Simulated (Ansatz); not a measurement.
Cd2S, 3 atoms in the cell. Symmetry: P3m1, No. 156, trigonal system. The conventional cell has a = 3.963 Å, b = 3.963 Å, c = 5.809 Å, α = 90.00°, β = 90.00°, γ = 120.00°. Around Cd (site symmetry 3m) lie 1 S at 2.52 Å. Around Cd (site symmetry 3m) lie 3 S at 2.60 Å. S (site symmetry 3m) is surrounded by 4 Cd at 2.52 to 2.60 Å. The cell comes from a database or a generator and needn't be the stable form of this composition.

```yaml
Program: Ansatz 0.2.0
Task: band structure
Functional: PBEsol
Potentials_or_basis: Ansatz PAW
Cutoff: "420 eV (not typed: the program's choice for these potentials)"
k_mesh: 8 × 8 × 5
Occupations: fermi-dirac, width 0.05 eV
Spin: no spin polarisation
Path: "[[\"G\", \"M\", \"K\", \"G\", \"A\", \"L\", \"H\", \"A\"], [\"L\", \"M\"], [\"K\", \"H\"]]"
Points_for_each_segment_of_the_path: 14
```

Potentials or basis: Ansatz PAW.

Run with:

```sh
$ ansatz run input.yaml --threads 2 --pin off --max-ram 5632MiB --backend cpu --events-out ev --progress --plain --runs-dir out
```

Hardware: 2 threads of Arm Neoverse V2, on a shared host.

Task: How long does it take, and how much memory?

Result: Run time: 15 s on 2 threads of Arm Neoverse V2, on a shared host, peak memory 0.4 GiB. Counts: scf iterations 7, plane waves 1555, k points 40, bands 30.
